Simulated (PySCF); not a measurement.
**C2H7AlNO−: electronic excitations at several levels of theory**

Aim: compute the electronic excitations of C2H7AlNO− (`CC(=O)[NH][AlH3-]`) at several levels, and see how far they spread and what each costs.

The runs use PySCF 2.14.0, with density-fitted response routines of our own; the level of theory stands in each step. All values are computed, except where a source is named. Atoms count from 0, in the outputs and in this text.

### Step 1. The starting structure

12 atoms, charge -1, multiplicity 1; geometry from: GFN2-xTB.

Bonds of the start (Å): C0–C1 1.54, C1–O2 1.22, C1–N3 1.33, N3–Al4 1.90, C0–H5 1.09, C0–H6 1.09, C0–H7 1.09, N3–H8 1.02, Al4–H9 1.60, Al4–H10 1.63, Al4–H11 1.59.

### Step 2. Optimising the geometry at PBE0-D3(BJ)/def2-SVP

What the job is given:

```
{"job": {"xc": "PBE0", "basis": "def2-SVP", "d3": "d3bj", "grid": 1, "kind": "geom"}, "charge": -1, "multiplicity": 1}
C      2.080462     0.015229    -0.118112
C      0.759912     0.112729     0.677790
O      0.796208     0.310101     1.882924
N     -0.347503    -0.033243    -0.051076
Al    -2.245194    -0.033516    -0.044235
H      2.114471     0.803286    -0.869266
H      2.142947    -0.949709    -0.619108
H      2.926165     0.124166     0.557262
H     -0.140704    -0.197536    -1.034683
H     -2.771892     1.476211     0.028702
H     -2.451017    -0.665836    -1.529233
H     -2.862656    -0.962566     1.093008
```

Output:

```text
step   0  E = -452.32908902  max force = 0.016913
step   1  E = -452.33293510  max force = 0.004000
step   2  E = -452.33379229  max force = 0.004631
step   3  E = -452.33405690  max force = 0.002719
step   4  E = -452.33409832  max force = 0.002982
step   5  E = -452.33421813  max force = 0.000829
step   6  E = -452.33427244  max force = 0.000962
step   7  E = -452.33435701  max force = 0.001165
step   8  E = -452.33437953  max force = 0.000642
step   9  E = -452.33438414  max force = 0.000116
optimisation converged
```

Run time: 39 s. Hardware: 1 thread, shared host.

Relaxation path:

```csv
step,energy from step 0 (eV),largest force component (eV/Å)
0,0.0000,0.8697
1,-0.1047,0.2057
2,-0.1280,0.2381
3,-0.1352,0.1398
4,-0.1363,0.1533
5,-0.1396,0.0426
6,-0.1410,0.0495
7,-0.1433,0.0599
8,-0.1440,0.0330
9,-0.1441,0.0060
```

Distances of close pairs at the start and the end, largest changes first:

```csv
bond,before (Å),after (Å),change (Å)
Al4–H11,1.593,1.634,+0.040
Al4–H9,1.601,1.634,+0.033
N3–Al4,1.898,1.925,+0.027
Al4–H10,1.627,1.650,+0.023
C0–H6,1.089,1.102,+0.013
C0–H5,1.089,1.102,+0.013
C0–H7,1.088,1.098,+0.010
C0–C1,1.545,1.535,-0.010
```

The final coordinates are the input of the step that follows.

```csv
at the end point,value
point group (found at 0.08 Å tolerance),Cs
"rotational constants (GHz, main isotopes)","9.209, 2.081, 1.760"
```

### Step 3. Ultraviolet spectrum: PBE0/aug-cc-pVDZ

What the job is given:

```
{"job": {"kind": "uv", "xc": "PBE0", "basis": "aug-cc-pVDZ"}, "charge": -1, "multiplicity": 1}
C      2.103493     0.009398    -0.046008
C      0.689741     0.154033     0.535172
O      0.554541     0.479280     1.709260
N     -0.318411    -0.093876    -0.317263
Al    -2.219374    -0.026630    -0.020452
H      2.254062     0.707900    -0.885591
H      2.266849    -1.010640    -0.431059
H      2.839157     0.223315     0.739867
H     -0.008580    -0.351304    -1.248471
H     -2.706479     1.484486     0.363800
H     -2.766645    -0.449936    -1.518161
H     -2.687154    -1.126738     1.092778
```

With the program's defaults for keys left out, this is: TDDFT PBE0/aug-cc-pVDZ, vertical, gas phase, core orbitals frozen in the response.

Output:

```text
coarse grid: 10288 points
cycle   1  E = -452.4200115884  dE =  3.132e-01  |g| = 8.355e-01  |ddm| = 7.499e+00
cycle   2  E = -451.5600696550  dE =  8.599e-01  |g| = 2.071e+00  |ddm| = 1.207e+01
cycle   3  E = -452.5544577364  dE = -9.944e-01  |g| = 3.202e-01  |ddm| = 1.175e+01
cycle   4  E = -452.5734981457  dE = -1.904e-02  |g| = 1.619e-01  |ddm| = 6.713e-01
cycle   5  E = -452.5787658638  dE = -5.268e-03  |g| = 4.260e-02  |ddm| = 2.864e-01
cycle   6  E = -452.5791916607  dE = -4.258e-04  |g| = 1.047e-02  |ddm| = 8.366e-02
cycle   7  E = -452.5792158807  dE = -2.422e-05  |g| = 1.513e-03  |ddm| = 2.149e-02
cycle   8  E = -452.5792165509  dE = -6.702e-07  |g| = 5.074e-04  |ddm| = 6.596e-03
final grid: 94112 points
cycle   9  E = -452.5887234007  dE = -1.259e-05  |g| = 9.891e-03  |ddm| = 1.488e-01
cycle  10  E = -452.5886696014  dE =  5.380e-05  |g| = 1.911e-02  |ddm| = 3.957e-02
cycle  11  E = -452.5887436453  dE = -7.404e-05  |g| = 1.912e-03  |ddm| = 2.433e-02
cycle  12  E = -452.5887445184  dE = -8.731e-07  |g| = 1.064e-04  |ddm| = 3.204e-03
cycle  13  E = -452.5887445212  dE = -2.776e-09  |g| = 5.664e-05  |ddm| = 4.596e-04
cycle  14  E = -452.5887445219  dE = -7.807e-10  |g| = 2.097e-05  |ddm| = 1.692e-04
converged SCF energy = -452.5887445219

Static polarisability (au): isotropic 86.654, principal 73.959 87.213 98.790

Singlet excitations
state   eV       nm        f      main configurations
  1   4.3032    288.1   0.00033   H->L 0.96
  2   4.6697    265.5   0.03536   H-2->L 0.75, H-1->L 0.22
  3   4.6857    264.6   0.01166   H-1->L 0.69, H-2->L 0.23
  4   4.7965    258.5   0.00058   H->L+1 0.96
  5   4.8147    257.5   0.00088   H->L+2 0.95
  6   4.9164    252.2   0.00841   H->L+3 0.94
  7   5.0863    243.8   0.00026   H-1->L+1 0.96
  8   5.1023    243.0   0.01947   H-1->L+2 0.71, H-1->L+3 0.23
  9   5.1841    239.2   0.00212   H-3->L 0.68, H->L+4 0.20
 10   5.2079    238.1   0.00299   H-2->L+1 0.70, H-2->L+5 0.17, H-2->L+9 0.10

Triplet excitations (Tamm-Dancoff, eV): 4.2825 4.6013 4.6453 4.7065
```

Wall time 20 s (1 thread, shared host).

The orbitals next to the gap, with their largest atomic shares:

```csv
orbital,eV,atoms
HOMO−3,-3.43,"N3 34 %, O2 24 %, Al4 14 %"
HOMO−2,-2.99,"O2 65 %, C1 13 %, C0 9 %"
HOMO−1,-2.80,"H10 39 %, Al4 38 %, H9 10 %"
HOMO,-2.48,"Al4 27 %, H11 21 %, H9 20 %"
LUMO,2.51,"H6 26 %, H5 26 %, H7 17 %"
LUMO+1,2.97,"Al4 80 %, C0 7 %, H5 5 %"
LUMO+2,2.98,"Al4 66 %, H7 17 %, C0 9 %"
```

With each of the 10 states as a Gaussian band of 0.4 eV half-width at 1/e, the curve within the window shown has maxima at 259 nm (ε 2,600) L/(mol cm). Beyond the last state computed it falls off for lack of states. The curve at chosen wavelengths:

nm, ε (L/mol/cm) and a bar:
```
      225        465 #####
      229        737 ########
      234       1147 #############
      238       1496 #################
      242       1835 #####################
      247       2207 #########################
      251       2436 ############################
      256       2602 ##############################
      260       2621 ##############################
      264       2534 #############################
      269       2289 ##########################
      273       2014 #######################
      277       1702 ###################
      282       1306 ###############
      286       1015 ############
      290        762 #########
      295        510 ######
      299        359 ####
      303        246 ###
      308        149 ##
      312         97 #
      317         56 #
      321         35 
      325         22 
      330         12 
      334          7
```

Ground-state properties from the same run:

```csv
property,computed
polarisability (Å³),12.84
HOMO–LUMO gap (eV),4.98
−ε(HOMO) (eV),2.48
```

### Step 4. Excited states and response: PBE0/def2-TZVPD

Settings changed since step 3:

```diff
@@ -1,2 +1,2 @@
-{"job": {"kind": "uv", "xc": "PBE0", "basis": "aug-cc-pVDZ"}, "charge": -1, "multiplicity": 1}
+{"job": {"kind": "uv", "xc": "PBE0", "basis": "def2-TZVPD"}, "charge": -1, "multiplicity": 1}
 C      2.103493     0.009398    -0.046008
```

With the program's defaults for keys left out, this is: TDDFT PBE0/def2-TZVPD, vertical, gas phase, core orbitals frozen in the response.

Output:

```text
coarse grid: 10288 points
cycle   1  E = -452.4980963834  dE =  2.789e-01  |g| = 8.773e-01  |ddm| = 2.835e+00
cycle   2  E = -451.9318809124  dE =  5.662e-01  |g| = 1.866e+00  |ddm| = 1.836e+01
cycle   3  E = -452.6453473927  dE = -7.135e-01  |g| = 2.844e-01  |ddm| = 1.811e+01
cycle   4  E = -452.6598749484  dE = -1.453e-02  |g| = 1.359e-01  |ddm| = 2.868e-01
cycle   5  E = -452.6633765873  dE = -3.502e-03  |g| = 3.256e-02  |ddm| = 1.278e-01
cycle   6  E = -452.6636036988  dE = -2.271e-04  |g| = 8.647e-03  |ddm| = 3.436e-02
cycle   7  E = -452.6636207655  dE = -1.707e-05  |g| = 1.227e-03  |ddm| = 1.664e-02
cycle   8  E = -452.6636211833  dE = -4.178e-07  |g| = 3.898e-04  |ddm| = 3.418e-03
final grid: 94112 points
cycle   9  E = -452.6558310234  dE = -3.546e-05  |g| = 9.941e-03  |ddm| = 1.704e-01
cycle  10  E = -452.6557771357  dE =  5.389e-05  |g| = 1.948e-02  |ddm| = 1.894e-02
cycle  11  E = -452.6558492862  dE = -7.215e-05  |g| = 1.679e-03  |ddm| = 1.121e-02
cycle  12  E = -452.6558498934  dE = -6.072e-07  |g| = 2.059e-04  |ddm| = 1.700e-03
cycle  13  E = -452.6558499039  dE = -1.047e-08  |g| = 5.372e-05  |ddm| = 5.075e-04
cycle  14  E = -452.6558499046  dE = -6.729e-10  |g| = 1.703e-05  |ddm| = 8.486e-05
converged SCF energy = -452.6558499046

Static polarisability (au): isotropic 85.305, principal 72.466 85.523 97.926

Singlet excitations
state   eV       nm        f      main configurations
  1   4.8758    254.3   0.00278   H->L 0.94
  2   5.2184    237.6   0.05257   H-2->L 0.93
  3   5.2593    235.7   0.01431   H-1->L 0.89
  4   5.5198    224.6   0.03651   H->L+1 0.88
  5   5.5532    223.3   0.00791   H-2->L+3 0.54, H-2->L+2 0.23, H-2->L+8 0.09
  6   5.7360    216.2   0.00404   H-3->L 0.90
  7   5.7656    215.0   0.04802   H-1->L+1 0.91
  8   5.8518    211.9   0.00012   H->L+2 0.65, H->L+3 0.25
  9   5.9417    208.7   0.09315   H->L+3 0.66, H->L+2 0.25
 10   6.1438    201.8   0.01730   H-1->L+2 0.61, H-1->L+3 0.23

Triplet excitations (Tamm-Dancoff, eV): 4.8285 5.0431 5.1188 5.1228
```

It took 34 s on 1 thread, shared host.

This run: HOMO -2.50 eV, LUMO 3.18 eV; lowest singlet 4.88 eV.

### Step 5. TDDFT and polarisability: PBE0/6-31+G*

Settings changed since step 4:

```diff
@@ -1,2 +1,2 @@
-{"job": {"kind": "uv", "xc": "PBE0", "basis": "def2-TZVPD"}, "charge": -1, "multiplicity": 1}
+{"job": {"kind": "uv", "xc": "PBE0", "basis": "6-31+G*"}, "charge": -1, "multiplicity": 1}
 C      2.103493     0.009398    -0.046008
```

Method: TDDFT PBE0/6-31+G*, vertical, gas phase, core orbitals frozen in the response.

Output:

```text
coarse grid: 10288 points
cycle   1  E = -452.4429182279  dE =  2.933e-01  |g| = 8.240e-01  |ddm| = 3.249e+00
cycle   2  E = -451.9540729548  dE =  4.888e-01  |g| = 1.726e+00  |ddm| = 2.741e+01
cycle   3  E = -452.5817923527  dE = -6.277e-01  |g| = 2.654e-01  |ddm| = 2.666e+01
cycle   4  E = -452.5954504609  dE = -1.366e-02  |g| = 1.148e-01  |ddm| = 3.980e-01
cycle   5  E = -452.5981422151  dE = -2.692e-03  |g| = 2.825e-02  |ddm| = 2.019e-01
cycle   6  E = -452.5983296994  dE = -1.875e-04  |g| = 5.942e-03  |ddm| = 4.433e-02
cycle   7  E = -452.5983386221  dE = -8.923e-06  |g| = 1.033e-03  |ddm| = 2.016e-02
final grid: 94112 points
cycle   8  E = -452.5484068786  dE = -3.850e-06  |g| = 1.099e-02  |ddm| = 4.561e-02
cycle   9  E = -452.5483360330  dE =  7.085e-05  |g| = 2.169e-02  |ddm| = 3.497e-02
cycle  10  E = -452.5484319960  dE = -9.596e-05  |g| = 1.885e-03  |ddm| = 2.628e-02
cycle  11  E = -452.5484328604  dE = -8.644e-07  |g| = 6.947e-05  |ddm| = 2.574e-03
cycle  12  E = -452.5484328617  dE = -1.374e-09  |g| = 4.016e-05  |ddm| = 2.611e-04
cycle  13  E = -452.5484328621  dE = -3.394e-10  |g| = 1.911e-05  |ddm| = 8.375e-05
converged SCF energy = -452.5484328621

Static polarisability (au): isotropic 73.936, principal 62.805 75.530 83.472

Singlet excitations
state   eV       nm        f      main configurations
  1   4.8154    257.5   0.00180   H->L 0.92
  2   5.2061    238.2   0.01730   H-1->L 0.89, H-1->L+1 0.08
  3   5.2279    237.2   0.06144   H-2->L 0.97
  4   5.5000    225.4   0.00322   H->L+1 0.92
  5   5.6472    219.5   0.00144   H-2->L+3 0.39, H-2->L+6 0.29, H-2->L+7 0.27
  6   5.6630    218.9   0.01096   H->L+2 0.61, H-3->L 0.33
  7   5.7040    217.4   0.05585   H-3->L 0.57, H->L+2 0.35
  8   5.8243    212.9   0.05853   H->L+3 0.41, H-1->L+1 0.37, H-1->L+2 0.11
  9   5.9008    210.1   0.01392   H->L+3 0.45, H-1->L+1 0.39
 10   5.9347    208.9   0.02553   H-1->L+2 0.84, H-1->L+1 0.11

Triplet excitations (Tamm-Dancoff, eV): 4.7718 5.0861 5.1187 5.1410
```

It took 10 s on 1 thread, shared host.

Key values: HOMO -2.43 eV, LUMO 3.19 eV; lowest singlet 4.82 eV.

### Step 6. Side by side: electronic excitations

Excitations and ground-state properties, with basis size and wall time:

```csv
run,lowest singlet (eV),brightest (eV),f,gap (eV),α (Å³),functions,time
PBE0/aug-cc-pVDZ,4.30,4.67,0.035,4.98,12.84,182,20 s
PBE0/def2-TZVPD,4.88,5.94,0.093,5.68,12.64,257,34 s
PBE0/6-31+G*,4.82,5.23,0.061,5.63,10.96,108,10 s
```

### Step 7. What came out

```
                                quantity                        value
                             point group                           Cs
    rotational constants (main isotopes)         9.21, 2.08, 1.76 GHz
       lowest singlet (PBE0/aug-cc-pVDZ)  4.30 eV (288 nm), f = 0.000
brightest single state of those computed  state 2, 4.67 eV, f = 0.035
                          lowest triplet                      4.28 eV
             range of the lowest singlet              4.30 to 4.88 eV
```

What this shows: Single values in the summary come from the first run of each kind that ended normally (PBE0/aug-cc-pVDZ), which need not be the best level. Over 9 steps the energy fell by 0.144 eV; of the close pairs, Al4–H11 changed most, 1.593 to 1.634 Å. No frequency check was run at this level, so the end point may be a saddle. The lowest singlet, at 4.30 eV, is HOMO→LUMO 0.96 and is dark; of the 10 states computed, the strongest absorption comes from states 2 to 3 together at 4.67 eV. The lowest triplet lies 0.02 eV below the lowest singlet (triplets in Tamm-Dancoff, singlets in full TDDFT). The lowest singlet lies above −ε(HOMO); no detachment energy was computed, so the anion's states may not be bound. The lowest singlet runs from 4.30 eV (PBE0/aug-cc-pVDZ) to 4.88 eV (PBE0/def2-TZVPD), while the orbital gap spans 4.98 to 5.68 eV. The lowest state need not be the same one in every run.
